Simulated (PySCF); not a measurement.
**C₃H₉FGe: NMR shifts, electronic excitations and K edges in gas and solvents**

Aim: compute the NMR shifts, electronic excitations and K edges of C₃H₉FGe (`C[C](C)(F)[GeH3]`), and see what a dielectric continuum does where one was used.

Computed with PySCF 2.14.0, with density-fitted response routines of our own, on a single molecule, in the gas phase or a continuum. Atoms are numbered from 0 throughout.

**1. Starting geometry**

14 atoms, charge 0, multiplicity 1; geometry from: GFN2-xTB. The atoms were then displaced at random by about 0.01 Å, so the start is not that level's minimum.

Bonds of the start (Å): C0–C1 1.53, C1–C2 1.51, C1–F3 1.42, C1–Ge4 2.00, C0–H5 1.12, C0–H6 1.07, C0–H7 1.09, C2–H8 1.11, C2–H9 1.07, C2–H10 1.10, Ge4–H11 1.48, Ge4–H12 1.51, Ge4–H13 1.50.

**2. Geometry optimisation at PBE0-D3(BJ)/def2-SVP**

What the job is given:

```
{"job": {"xc": "PBE0", "basis": "def2-SVP", "d3": "d3bj", "grid": 1, "shake": 0.01, "kind": "geom"}, "charge": 0, "multiplicity": 1}
C      0.840570    -0.804070    -1.054790
C      0.289190    -0.171550     0.223660
C      0.788440     1.241590     0.430930
F      0.802290    -0.952430     1.289250
Ge    -1.699280    -0.310610     0.384960
H      0.416940    -0.228300    -1.913730
H      0.519420    -1.821930    -1.128560
H      1.923770    -0.733210    -1.092980
H      0.489950     1.616960     1.433650
H      0.404960     1.895450    -0.321650
H      1.887900     1.265560     0.406350
H     -2.112360    -1.730720     0.288660
H     -2.157430     0.230970     1.715000
H     -2.401530     0.487200    -0.668510
```

On the command line:

```bash
OMP_NUM_THREADS=1 python probes_run.py task.json out
```

One launch serves the whole session: the jobs run in the order shown.

Output:

```text
step   0  E = -2295.64354324  max force = 0.033982
step   1  E = -2295.64754847  max force = 0.006768
step   2  E = -2295.64830568  max force = 0.003147
step   3  E = -2295.64852214  max force = 0.001743
step   4  E = -2295.64860207  max force = 0.001080
step   5  E = -2295.64863675  max force = 0.000520
step   6  E = -2295.64866143  max force = 0.000802
step   7  E = -2295.64868300  max force = 0.001079
step   8  E = -2295.64869747  max force = 0.000752
step   9  E = -2295.64870295  max force = 0.000262
optimisation converged
```

It took 65 s on 1 thread of Intel Xeon Platinum 8488C, shared host; peak memory 0.53 GiB.

The steps of the relaxation:

```tsv
step	energy from step 0 (eV)	largest force component (eV/Å)
0	0.0000	1.7474
1	-0.1090	0.3480
2	-0.1296	0.1618
3	-0.1355	0.0896
4	-0.1377	0.0555
5	-0.1386	0.0267
6	-0.1393	0.0412
7	-0.1399	0.0555
8	-0.1403	0.0387
9	-0.1404	0.0135
```

Distances of close pairs at the start and the end, largest changes first:

```tsv
bond	before (Å)	after (Å)	change (Å)
Ge4–H11	1.482	1.539	+0.056
Ge4–H13	1.496	1.543	+0.046
C2–H9	1.068	1.100	+0.032
Ge4–H12	1.507	1.539	+0.031
C0–H6	1.070	1.100	+0.030
C1–F3	1.417	1.400	-0.017
C0–H5	1.117	1.100	-0.017
C0–H7	1.086	1.103	+0.016
```

The final coordinates are the input of the step that follows.

```tsv
at the end point	value
point group (found at 0.08 Å tolerance)	Cs
rotational constants (GHz, main isotopes)	4.568, 1.954, 1.923
dipole moment (D)	1.67
```

**3. Nuclear shieldings: PBE0/pcSseg-1 in benzene**

What the job is given:

```
{"job": {"kind": "nmr", "xc": "PBE0", "basis": "pcSseg-1", "solvent": "benzene", "pop": true}, "charge": 0, "multiplicity": 1}
C      0.927692    -0.893496    -0.844474
C      0.254057    -0.157539     0.294582
C      0.745979     1.267816     0.437617
F      0.571411    -0.833834     1.478516
Ge    -1.730278    -0.245337     0.169992
H      0.694116    -0.422285    -1.811057
H      0.603783    -1.943939    -0.882981
H      2.021648    -0.877525    -0.707263
H      0.282052     1.762688     1.303494
H      0.514808     1.855926    -0.463252
H      1.838714     1.274156     0.584559
H     -2.167037    -1.719702     0.119235
H     -2.337117     0.434662     1.409615
H     -2.222578     0.477773    -1.100742
```

Method: GIAO PBE0/pcSseg-1 NMR shielding, non-relativistic, IEF-PCM benzene.

Output:

```text
coarse grid: 50504 points
cycle   1  E = -2295.7418698108  dE = -4.628e-01  |g| = 9.562e-01  |ddm| = 3.181e+00
cycle   2  E = -2295.7033648322  dE =  3.850e-02  |g| = 1.040e+00  |ddm| = 1.011e+00
cycle   3  E = -2295.8201990968  dE = -1.168e-01  |g| = 1.347e-01  |ddm| = 6.558e-01
cycle   4  E = -2295.8224402707  dE = -2.241e-03  |g| = 5.534e-02  |ddm| = 9.995e-02
cycle   5  E = -2295.8228833626  dE = -4.431e-04  |g| = 5.774e-03  |ddm| = 3.621e-02
cycle   6  E = -2295.8228895060  dE = -6.143e-06  |g| = 1.956e-03  |ddm| = 6.776e-03
final grid: 106616 points
cycle   7  E = -2295.8228786452  dE =  3.978e-07  |g| = 2.437e-03  |ddm| = 3.674e-03
cycle   8  E = -2295.8228777777  dE =  8.675e-07  |g| = 3.151e-03  |ddm| = 4.457e-03
cycle   9  E = -2295.8228799849  dE = -2.207e-06  |g| = 2.001e-04  |ddm| = 2.503e-03
cycle  10  E = -2295.8228799921  dE = -7.182e-09  |g| = 3.273e-05  |ddm| = 1.401e-04
cycle  11  E = -2295.8228799922  dE = -1.514e-10  |g| = 4.305e-06  |ddm| = 2.331e-05
converged SCF energy = -2295.8228799922

GIAO shielding tensors (ppm)
atom      isotropic    diamagn.    paramagn.     s11        s22        s33       span
  0 C      155.986     248.337     -92.351    140.618    142.900    184.439     43.821
  1 C       91.265     244.291    -153.026     53.832     64.020    155.944    102.112
  2 C      155.943     248.394     -92.451    140.585    142.796    184.450     43.864
  3 F      364.357     477.623    -113.266    347.136    372.251    373.685     26.549
  4 Ge    1532.590    2756.573   -1223.984   1423.922   1515.723   1658.123    234.201
  5 H       30.000      30.187      -0.187     26.364     27.980     35.656      9.292
  6 H       29.404      29.993      -0.590     24.870     28.315     35.025     10.155
  7 H       29.687      29.550       0.137     26.048     27.473     35.540      9.492
  8 H       29.404      30.023      -0.619     24.836     28.372     35.004     10.168
  9 H       29.999      30.206      -0.206     26.400     27.946     35.651      9.251
 10 H       29.690      29.558       0.132     26.063     27.454     35.553      9.491
 11 H       27.314      28.769      -1.455     21.229     22.936     37.778     16.549
 12 H       27.321      28.779      -1.459     21.239     22.954     37.769     16.530
 13 H       27.332      28.797      -1.465     21.290     22.894     37.811     16.521
```

Wall time 17 s (1 thread of Intel Xeon Platinum 8488C, shared host); peak memory 0.79 GiB.

The references, computed at this level on geometries of the same kind, shield at (ppm): 1H TMS 31.25, 13C TMS 184.9, 19F CFCl3 178.7, 73Ge GeMe4 1330. Their shielding less the atom's gives the shift. The references are single molecules in the same continuum, so shifts against H2O, NH3, PH3, H3PO4 or CFCl3 are not on the usual liquid scales and can be off by tens of ppm. Atoms listed in one row are averaged.

```tsv
atoms	environment	σ (ppm)	δ (ppm)
C1	fully substituted sp3 carbon bonded to F and Ge	91.3	93.6
C0, C2	methyl carbon	156.0	28.9
H11, H12, H13	hydrogen on a germanium bonded to C	27.32	3.93
H5, H6, H7, H8, H9, H10	hydrogen on a methyl carbon	29.70	1.56
F3	fluorine on an sp3 carbon	364.4	-185.6
Ge4	germanium bonded to C, 3 H	1533	-203
```

Charges from the same density, by scheme (e):

```tsv
atoms	Mulliken	IAO	Hirshfeld	ESP fit
C0, C2	-0.21	-0.43	-0.13	-0.57
C1	-0.25	0.11	0.04	0.55
F3	-0.34	-0.34	-0.13	-0.30
Ge4	0.26	0.44	0.29	0.10
```

Mayer bond orders: C0–C1 1.00, C1–C2 1.00, C1–F3 0.80, C1–Ge4 0.85.

**4. NMR shieldings: PBE0/pcSseg-1 in water**

The job, as its differences from that of step 3:

```diff
@@ -1,2 +1,2 @@
-{"job": {"kind": "nmr", "xc": "PBE0", "basis": "pcSseg-1", "solvent": "benzene", "pop": true}, "charge": 0, "multiplicity": 1}
+{"job": {"kind": "nmr", "xc": "PBE0", "basis": "pcSseg-1", "solvent": "water", "pop": false}, "charge": 0, "multiplicity": 1}
 C      0.927692    -0.893496    -0.844474
```

With the program's defaults for keys left out, this is: GIAO PBE0/pcSseg-1 NMR shielding, non-relativistic, IEF-PCM water.

Output:

```text
coarse grid: 50504 points
cycle   1  E = -2295.7458335674  dE = -4.665e-01  |g| = 9.533e-01  |ddm| = 3.181e+00
cycle   2  E = -2295.7116773575  dE =  3.416e-02  |g| = 1.023e+00  |ddm| = 9.656e-01
cycle   3  E = -2295.8227582070  dE = -1.111e-01  |g| = 1.243e-01  |ddm| = 6.194e-01
cycle   4  E = -2295.8246145787  dE = -1.856e-03  |g| = 5.360e-02  |ddm| = 9.141e-02
cycle   5  E = -2295.8250350908  dE = -4.205e-04  |g| = 5.001e-03  |ddm| = 3.379e-02
cycle   6  E = -2295.8250393821  dE = -4.291e-06  |g| = 1.797e-03  |ddm| = 5.829e-03
final grid: 106616 points
cycle   7  E = -2295.8250284624  dE =  2.538e-07  |g| = 2.194e-03  |ddm| = 3.194e-03
cycle   8  E = -2295.8250278960  dE =  5.664e-07  |g| = 2.760e-03  |ddm| = 3.650e-03
cycle   9  E = -2295.8250294971  dE = -1.601e-06  |g| = 1.698e-04  |ddm| = 2.031e-03
cycle  10  E = -2295.8250295024  dE = -5.299e-09  |g| = 2.654e-05  |ddm| = 1.151e-04
cycle  11  E = -2295.8250295025  dE = -1.119e-10  |g| = 4.368e-06  |ddm| = 1.825e-05
converged SCF energy = -2295.8250295025

GIAO shielding tensors (ppm)
atom      isotropic    diamagn.    paramagn.     s11        s22        s33       span
  0 C      156.395     248.387     -91.993    140.794    143.487    184.903     44.109
  1 C       90.024     244.580    -154.556     52.497     61.949    155.626    103.128
  2 C      156.358     248.446     -92.088    140.774    143.381    184.921     44.147
  3 F      367.826     478.247    -110.421    350.791    375.272    377.415     26.624
  4 Ge    1532.845    2756.581   -1223.736   1425.426   1514.336   1658.773    233.347
  5 H       29.818      29.985      -0.167     26.141     27.763     35.549      9.409
  6 H       29.415      29.999      -0.584     24.860     28.328     35.059     10.199
  7 H       29.662      29.535       0.127     25.987     27.458     35.542      9.555
  8 H       29.412      30.026      -0.614     24.821     28.380     35.034     10.213
  9 H       29.817      30.004      -0.187     26.176     27.730     35.546      9.370
 10 H       29.668      29.545       0.123     26.005     27.441     35.558      9.553
 11 H       27.347      28.832      -1.485     21.261     22.983     37.796     16.535
 12 H       27.354      28.844      -1.490     21.272     23.002     37.787     16.515
 13 H       27.278      28.735      -1.456     21.233     22.822     37.780     16.547
```

Wall time 15 s (1 thread of Intel Xeon Platinum 8488C, shared host); peak memory 0.89 GiB.

Key values: δ C1 95.5, C0 29.1, F3 -187.2, Ge4 -204, H11 3.91, H5 1.61 ppm (means over like atoms).

**5. Ultraviolet spectrum: B3LYP/def2-SVPD**

The job, as its differences from that of step 4:

```diff
@@ -1,2 +1,2 @@
-{"job": {"kind": "nmr", "xc": "PBE0", "basis": "pcSseg-1", "solvent": "water", "pop": false}, "charge": 0, "multiplicity": 1}
+{"job": {"kind": "uv", "xc": "B3LYP", "basis": "def2-SVPD", "dynamic": true, "nstates": 6, "ntriplets": 0}, "charge": 0, "multiplicity": 1}
 C      0.927692    -0.893496    -0.844474
```

Level: TDDFT B3LYP/def2-SVPD, vertical, gas phase, core orbitals frozen in the response.

Output:

```text
coarse grid: 50504 points
cycle   1  E = -2296.1439121439  dE = -4.330e-01  |g| = 6.418e-01  |ddm| = 4.849e+00
cycle   2  E = -2296.0874087724  dE =  5.650e-02  |g| = 8.828e-01  |ddm| = 1.465e+00
cycle   3  E = -2296.2090267510  dE = -1.216e-01  |g| = 1.194e-01  |ddm| = 8.512e-01
cycle   4  E = -2296.2112422812  dE = -2.216e-03  |g| = 2.770e-02  |ddm| = 1.332e-01
cycle   5  E = -2296.2113757093  dE = -1.334e-04  |g| = 6.110e-03  |ddm| = 3.755e-02
cycle   6  E = -2296.2113839657  dE = -8.256e-06  |g| = 2.301e-03  |ddm| = 1.274e-02
final grid: 106616 points
cycle   7  E = -2296.2113534289  dE =  1.323e-06  |g| = 3.308e-03  |ddm| = 1.017e-02
cycle   8  E = -2296.2113501089  dE =  3.320e-06  |g| = 4.906e-03  |ddm| = 1.102e-02
cycle   9  E = -2296.2113562314  dE = -6.123e-06  |g| = 2.528e-04  |ddm| = 6.535e-03
cycle  10  E = -2296.2113562417  dE = -1.031e-08  |g| = 4.071e-05  |ddm| = 2.662e-04
cycle  11  E = -2296.2113562420  dE = -2.819e-10  |g| = 7.161e-06  |ddm| = 4.973e-05
converged SCF energy = -2296.2113562420

Static polarisability (au): isotropic 72.191, principal 65.360 70.458 80.755

Singlet excitations
state   eV       nm        f      main configurations
  1   6.9206    179.2   0.01976   H->L 0.99
  2   7.5715    163.8   0.21597   H->L+1 0.55, H->L+2 0.40
  3   7.7530    159.9   0.14504   H->L+2 0.54, H->L+1 0.41
  4   7.7825    159.3   0.00758   H->L+3 0.96
  5   8.1401    152.3   0.06527   H->L+4 0.96
  6   8.3763    148.0   0.08297   H-1->L 0.86
```

Run time: 30 s. Hardware: 1 thread of Intel Xeon Platinum 8488C, shared host; peak memory 0.8 GiB.

The orbitals next to the gap, with their largest atomic shares:

```tsv
orbital	eV	atoms
HOMO−3	-9.44	F3 25 %, C2 13 %, Ge4 13 %
HOMO−2	-9.32	Ge4 41 %, H13 30 %, H12 10 %
HOMO−1	-9.21	Ge4 28 %, H12 17 %, H11 17 %
HOMO	-7.78	C1 28 %, Ge4 21 %, F3 18 %
LUMO	0.01	Ge4 34 %, H13 9 %, C0 8 %
LUMO+1	0.46	Ge4 42 %, H11 12 %, C1 12 %
LUMO+2	0.89	Ge4 37 %, H13 12 %, F3 10 %
```

With each of the 6 states as a Gaussian band of 0.4 eV half-width at 1/e, the curve within the window shown has maxima at 162 nm (ε 15,000) L/(mol cm). Beyond the last state computed it falls off for lack of states. The curve at chosen wavelengths:

(nm, ε (L/mol/cm)): (143, 2387), (145, 3767), (147, 5188), (149, 6481), (151, 7692), (154, 9813), (156, 11575), (158, 13347), (160, 14630), (162, 14953), (164, 14123), (166, 12310), (168, 9943), (171, 6389), (173, 4491), (175, 3100), (177, 2163), (179, 1559), (181, 1166), (183, 894), (185, 686), (188, 443), (190, 317), (192, 218), (194, 143), (196, 90)

Leading natural transition orbitals of singlet state 2: the hole lies on C1 30 %; F3 19 %; Ge4 16 %; the particle on H11, H12 about 22 % each; C1 11 %; Ge4 10 %.

Leading natural transition orbitals of singlet state 1: the hole lies on C1 32 %; Ge4 17 %; F3 17 %; the particle on H11, H12, H13 about 14 % each; H5, H9 about 10 % each; Ge4 7 %.

Further results of this job:

```tsv
property	computed
dipole moment (D)	1.81
polarisability (Å³)	10.70
HOMO–LUMO gap (eV)	7.79
−ε(HOMO) (eV)	7.78
C6 with itself (au)	2022
```

The fields below are evaluated on a grid from the run's orbitals.

Frontier orbitals at B3LYP/def2-SVPD, with the share of their density that lies nearest to each atom:

```tsv
orbital	energy (eV)	lies on
HOMO	-7.78	C1 31 %; F3 17 %; Ge4 16 %
LUMO	0.01	H11, H12, H13 about 15 % each; H5, H9 about 10 % each; Ge4 7 %
```

ELF in a plane through or near 7 of the atoms.

Ten even steps from ' ' (0.00) to '@' (1.00):
```
                                                        
                                                        
                                                        
                        ..++%%%%==..                    
          ::==++==      **@@@@@@@@==                    
        ==@@@@@@@@==    ##@@@@@@@@++--****--            
      ==@@@@@@@@@@@@..  ..**@@@@####@@@@@@@@**          
      ==%%@@@@@@@@%%--..  ..**++--##@@@@@@@@##          
      ::++@@@@@@##------==++%%%%##**@@@@@@%%--          
        ..--==..::==..==%%++----**::  ..                
        ..--==..::++..==%%++----**--  ....              
      ::++@@@@@@##------==++%%%%##**@@@@@@%%==          
      ==%%@@@@@@@@%%--..  ::++**--**@@@@@@@@##          
      ==@@@@@@@@@@@@::  ..**@@@@##**@@@@@@@@**          
        ==@@@@@@@@++    ++@@@@@@@@**::++**--            
          ::++**==      ++@@@@@@@@++                    
                        ..==%%%%==..                    
                                                        
                                                        
                                                        
```
The map spans 10.0 Å across and 9.5 Å up, centred on the molecule. Atoms in the plane (x, y in Å): C1 (0.2, 0.0), H6 (0.4, -2.2), H7 (1.9, -1.2), H8 (0.4, 2.2), H10 (1.9, 1.3), H11 (-2.4, -1.3), H12 (-2.4, 1.2).

log10 of the density (e/Å³) in the same plane.

Values, 10 rows by 14 columns:
```
-4.0 -4.0 -4.0 -4.0 -4.0 -4.0 -4.0 -4.0 -4.0 -4.0 -4.0 -4.0 -4.0 -4.0
-4.0 -4.0 -4.0 -3.8 -3.7 -3.6 -2.9 -2.6 -2.6 -3.1 -3.6 -4.0 -4.0 -4.0
-4.0 -3.5 -2.7 -2.2 -2.1 -2.4 -1.5 -0.7 -0.9 -1.7 -2.2 -3.0 -3.9 -4.0
-3.8 -2.7 -1.7 -0.7 -0.5 -1.3 -1.1  0.0  0.0 -0.2 -0.8 -2.0 -3.2 -4.0
-3.6 -2.6 -1.5 -0.4 -0.1 -0.5 -0.5  0.0  0.0 -0.2 -0.8 -2.0 -3.2 -4.0
-3.7 -2.6 -1.6 -0.6  0.6  0.1  0.0  1.0 -0.1 -1.0 -1.5 -2.4 -3.3 -4.0
-3.7 -2.6 -1.5 -0.3  0.0 -0.9 -1.0 -0.2  0.1  0.1 -0.5 -1.8 -3.1 -4.0
-4.0 -3.1 -2.2 -1.5 -1.4 -1.9 -1.2  0.0 -0.3 -1.0 -1.6 -2.5 -3.5 -4.0
-4.0 -4.0 -3.5 -3.0 -3.0 -3.0 -2.3 -1.7 -1.9 -2.4 -3.0 -3.7 -4.0 -4.0
-4.0 -4.0 -4.0 -4.0 -4.0 -4.0 -3.9 -3.6 -3.6 -4.0 -4.0 -4.0 -4.0 -4.0
```
The map spans 10.0 Å across and 9.5 Å up, centred on the molecule. Atoms in the plane (x, y in Å): C1 (0.2, 0.0), H6 (0.4, -2.2), H7 (1.9, -1.2), H8 (0.4, 2.2), H10 (1.9, 1.3), H11 (-2.4, -1.3), H12 (-2.4, 1.2).

On the surface of density 0.002 e/bohr³ the electrostatic potential runs, from the 1st to the 99th percentile, from -1.06 V near F3 to 0.95 V near H13.

[end of part 1 of 2]
